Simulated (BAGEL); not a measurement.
**GeH2S (SMILES [SH][GeH]) at HF/6-31G(d) (density fitting with qzvpp-jkfit, spherical functions)**

Aim: the vertical ionisation energy of GeH2S at HF/6-31G* (density fitting with qzvpp-jkfit, spherical functions), from 2 runs. 

The calculation is run with BAGEL 1.2.2.

3 further runs of the same task are left out: 2 that didn't finish, 1 set aside as unsound or not needed.

**1. The structure to begin with**

GeH2S has 4 atoms, charge 0, and is taken as a singlet. As SMILES, `[SH][GeH]`. The coordinates come from a PBE0-D4/def2-TZVP relaxation.

Bond lengths: S1–Ge2 2.225 Å, S1–H3 1.342 Å, Ge2–H4 1.595 Å. Angles: S1–Ge2–H4 93.7°, Ge2–S1–H3 100.2°.

**2. The energy at HF/6-31G(d) (density fitting with qzvpp-jkfit, spherical functions)**

calc.json reads:

```json
{ "bagel" : [

{
  "title" : "molecule",
  "basis" : "6-31gs.json",
  "df_basis" : "qzvpp-jkfit",
  "angstrom" : true,
  "geometry" : [
    { "atom" : "S", "xyz" : [      -0.443300,      -1.201800,       0.271700 ] },
    { "atom" : "Ge", "xyz" : [      -0.841700,       0.737900,      -0.743600 ] },
    { "atom" : "H", "xyz" : [       0.779200,      -0.962100,       0.771200 ] },
    { "atom" : "H", "xyz" : [       0.561200,       1.365900,      -0.319400 ] }
  ]
},

{ "title" : "hf" },

{ "title" : "print", "file" : "orbitals.molden", "orbitals" : true }

]}
```

The basis set 6-31G* is read from a file made from the Basis Set Exchange's data (not shown).

Run with:

```sh
$ BAGEL_NUM_THREADS=1 BAGEL calc.json > calc.out
```

The log of the run:

```text
* using 1 threads per process

  ===============================================================
  ===============================================================

  *** Geometry ***

  { "atom" : "S", "xyz" : [     -0.837716,     -2.271073,      0.513439 ] },
  { "atom" : "Ge", "xyz" : [     -1.590582,      1.394429,     -1.405200 ] },
  { "atom" : "H", "xyz" : [      1.472475,     -1.818106,      1.457357 ] },
  { "atom" : "H", "xyz" : [      1.060514,      2.581177,     -0.603579 ] },

  Number of auxiliary basis functions:      430

  Since a DF basis is specified, we compute 2- and 3-index integrals:
    o Being stored without compression. Storage requirement is 0.010 GB

  Number of basis functions:       54
  Number of electrons      :       50

    * METHOD: MOLECULE                             0.14

  *** RHF ***

  === Nuclear Repulsion ===
   147.9479275507

      * DIIS with orbital gradients will be used.

  === RHF iteration (6-31gs.json) ===
      0      -2473.71986497          0.00723539           0.03
      1      -2473.74452664          0.00253412           0.03
      2      -2473.74766727          0.00100640           0.03
      3      -2473.74827470          0.00029911           0.03
      4      -2473.74832507          0.00010259           0.03
      5      -2473.74833657          0.00003550           0.03
      6      -2473.74833826          0.00001214           0.03
      7      -2473.74833847          0.00000330           0.03
      8      -2473.74833848          0.00000072           0.03
      9      -2473.74833848          0.00000027           0.03
     10      -2473.74833848          0.00000010           0.03
     11      -2473.74833848          0.00000003           0.03
     12      -2473.74833848          0.00000001           0.03
     13      -2473.74833848          0.00000000           0.03
    * SCF iteration converged.

    * Permanent dipole moment:
           (   -0.411079,    -0.496039,     0.007557) a.u.

    * METHOD: HF                                   0.58

    * METHOD: PRINT                                0.01

  ===============================================================
```

Wall time 0.89 s (1 thread of Arm Neoverse V2, shared host); peak memory 0.081 GiB.

**3. The doublet cation**

job.json reads:

```json
{ "bagel": [

{
  "title": "molecule",
  "basis": "6-31gs.json",
  "df_basis": "qzvpp-jkfit",
  "angstrom": true,
  "geometry": [
    { "atom": "S", "xyz": [   -0.443300,   -1.201800,    0.271700 ] },
    { "atom": "Ge", "xyz": [   -0.841700,    0.737900,   -0.743600 ] },
    { "atom": "H", "xyz": [    0.779200,   -0.962100,    0.771200 ] },
    { "atom": "H", "xyz": [    0.561200,    1.365900,   -0.319400 ] }
  ]
},
{
  "title": "uhf",
  "charge": 1,
  "nopen": 1
},
{
  "title": "print",
  "file": "orbitals.molden",
  "orbitals": true
}

]}
```

The basis set 6-31G* is read from a file made from the Basis Set Exchange's data (not shown).

Run with:

```sh
$ BAGEL_NUM_THREADS=1 BAGEL job.json > job.out
```

The log of the run:

```text
* using 1 threads per process

  ===============================================================
  ===============================================================

  *** Geometry ***

  { "atom" : "S", "xyz" : [     -0.837716,     -2.271073,      0.513439 ] },
  { "atom" : "Ge", "xyz" : [     -1.590582,      1.394429,     -1.405200 ] },
  { "atom" : "H", "xyz" : [      1.472475,     -1.818106,      1.457357 ] },
  { "atom" : "H", "xyz" : [      1.060514,      2.581177,     -0.603579 ] },

  Number of auxiliary basis functions:      430

  Since a DF basis is specified, we compute 2- and 3-index integrals:
    o Being stored without compression. Storage requirement is 0.010 GB

  Number of basis functions:       54
  Number of electrons      :       50

    * METHOD: MOLECULE                             0.14

  *** Open-shell HF ***

  === Nuclear Repulsion ===
   147.9479275507

      * DIIS with orbital gradients will be used.

  === UHF iteration (6-31gs.json) ===
      0      -2473.36209338          0.01949074           0.06
      1      -2473.42062561          0.00992317           0.06
      2      -2473.42905955          0.00538540           0.06
      3      -2473.43136385          0.00129537           0.06
      4      -2473.43185786          0.00047539           0.07
      5      -2473.43193977          0.00016437           0.07
      6      -2473.43196486          0.00008268           0.07
      7      -2473.43197703          0.00004450           0.07
      8      -2473.43198343          0.00003018           0.07
      9      -2473.43198798          0.00001762           0.07
     10      -2473.43198932          0.00000967           0.07
     11      -2473.43198951          0.00000497           0.06
     12      -2473.43198954          0.00000152           0.07
     13      -2473.43198954          0.00000069           0.07
     14      -2473.43198954          0.00000031           0.07
     15      -2473.43198954          0.00000018           0.07
     16      -2473.43198954          0.00000013           0.07
     17      -2473.43198954          0.00000009           0.07
     18      -2473.43198954          0.00000006           0.07
     19      -2473.43198954          0.00000004           0.07
     20      -2473.43198954          0.00000003           0.07
     21      -2473.43198954          0.00000002           0.07
     22      -2473.43198954          0.00000001           0.07
     23      -2473.43198954          0.00000001           0.07
    * SCF iteration converged.

    * S^2 (UHF) is 0.7702

    * Permanent dipole moment:
           (   -0.206285,    -1.046433,     0.340736) a.u.

    * METHOD: UHF                                  1.71

    * METHOD: PRINT                                0.01

  ===============================================================
```

It took 2 s on 1 thread of Arm Neoverse V2, shared host; peak memory 0.14 GiB.

**4. What came out**

At HF/6-31G* (density fitting with qzvpp-jkfit, spherical functions):

| quantity | value |
| --- | --- |
| singlet GeH2S: total energy | -2473.74834 Eh |
| singlet GeH2S: dipole moment | 1.64 D |
| singlet GeH2S: HOMO energy | -9.50 eV |
| singlet GeH2S: LUMO energy | 0.35 eV |
| singlet GeH2S: HOMO–LUMO gap | 9.85 eV |
| doublet cation: total energy | -2473.43199 Eh |
| doublet cation: ⟨S²⟩ | 0.770 |
| vertical ionisation energy (to the doublet cation) | 8.608 eV |

The vertical ionisation energy comes to 8.61 eV (831 kJ/mol). The negative HOMO energy of the first species, 9.50 eV, lies 0.90 eV above that difference.
